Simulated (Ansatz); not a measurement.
**C₂H₄ClGaO: a ladder of functionals and wavefunction methods**

An exercise on one series of results from a longer session: the logs are not shown, and one member is left open.

Computed with Ansatz 0.2.0, Gaussian basis. Level: functionals in def2-TZVPP, the program's frozen cores in correlated methods.

Plan: LDA (SPW92), PBE-D4, revPBE-D4, BLYP-D4, r2SCAN-D4, B97M-V, PBE0-D4, B3LYP-D4, r2SCANh-D4, r2SCAN0-D4, HSE06-D4, BHLYP-D4, CAM-B3LYP-D4, LC-ωPBE, ωB97X-V, ωB97M-V, B2PLYP, PBE-QIDH; CCSD(T)/def2-SVP; CCSD(T)/def2-TZVPP; MP2/def2-QZVPP; extrapolation to the limit; RPA on PBE.

## The geometry

All runs share one geometry, relaxed beforehand with PBE0-D4 in a triple-zeta def2 set.

SMILES `O/C=[C](/Cl)[GaH2]`, 9 atoms, charge 0, spin multiplicity 1.

Atoms are counted from 1 here; the program's logs count them from 0.

Bond lengths: O1–C2 1.405 Å, O1–H6 0.964 Å, C2–C3 1.323 Å, C2–H7 1.085 Å, C3–Cl4 1.712 Å, C3–Ga5 1.990 Å, Ga5–H8 1.568 Å, Ga5–H9 1.564 Å. Angles: C2–O1–H6 110.6°, O1–C2–C3 112.3°, O1–C2–H7 116.7°, C3–C2–H7 130.8°, C2–C3–Cl4 122.7°, C2–C3–Ga5 102.0°, Cl4–C3–Ga5 135.3°, C3–Ga5–H8 117.4°, C3–Ga5–H9 119.4°, H8–Ga5–H9 123.0°.

The first run:

Input file in.yaml:

```yaml
crystal:
  periodic: [false, false, false]
  atoms:
    - {symbol: O, position_ang: [-0.209832, 1.233659, 0.552638]}
    - {symbol: C, position_ang: [0.461212, 0.103295, 1.047785]}
    - {symbol: C, position_ang: [0.560913, -0.857858, 0.144093]}
    - {symbol: Cl, position_ang: [1.448856, -2.295877, 0.417988]}
    - {symbol: Ga, position_ang: [-0.461833, -0.096877, -1.384409]}
    - {symbol: H, position_ang: [-0.954419, 1.462448, 1.120425]}
    - {symbol: H, position_ang: [0.859077, 0.174578, 2.054839]}
    - {symbol: H, position_ang: [-2.011480, -0.337102, -1.407092]}
    - {symbol: H, position_ang: [0.307495, 0.613734, -2.546256]}
basis:
  gaussian: {orbitals: def2-TZVPP}
hamiltonian: {xc: lda}
output: {orbitals: {seedname: orbitals}}
```

On the command line:

```
> ansatz run in.yaml --threads 4 --pin off --events-out ev --progress --plain --max-ram 10444MiB
```

Steps of the session up to this table: LDA; PBE-D4 (GGA); revPBE-D4 (GGA); BLYP-D4 (GGA); r2SCAN-D4 (meta-GGA); B97M-V (meta-GGA); PBE0-D4 (hybrid); B3LYP-D4 (hybrid); r2SCANh-D4 (hybrid); r2SCAN0-D4 (hybrid); HSE06-D4 (hybrid); BHLYP-D4 (hybrid); CAM-B3LYP-D4 (range-separated); LC-ωPBE (range-separated); ωB97X-V (range-separated); ωB97M-V (range-separated); B2PLYP (double hybrid); PBE-QIDH (double hybrid).

One table of the session follows, with a row left open; its other results are not shown here.

It belongs to the step «Orbital energies across the functionals». 

```
  functional  HOMO (eV)  gap (eV)
 LDA (SPW92)      -6.05      4.01
      PBE-D4      -5.89      4.12
   revPBE-D4      -5.83      4.18
     BLYP-D4          ?         ?
   r2SCAN-D4      -6.11      4.69
      B97M-V      -6.19      4.54
     PBE0-D4      -7.08      6.14
    B3LYP-D4      -6.85      5.64
  r2SCANh-D4      -6.55      5.41
  r2SCAN0-D4      -7.22      6.49
    HSE06-D4      -6.68      5.37
    BHLYP-D4      -8.12      7.94
CAM-B3LYP-D4      -8.39      8.34
     LC-ωPBE      -9.75     10.93
     ωB97X-V      -9.38     10.38
     ωB97M-V      -9.26      9.97
```

Q: Estimate the row for BLYP-D4 from the others.

Worked estimate for «HOMO (eV)». Against the share of exact exchange, B3LYP-D4 (0.2, -6.85), BHLYP-D4 (0.5, -8.12) give a slope of -4.23 per unit share; at 0 the line stands at -6.00.

**Answer.** HOMO (eV): -5.74; gap (eV): 4.04. In «HOMO (eV)» the line misses by -0.26.
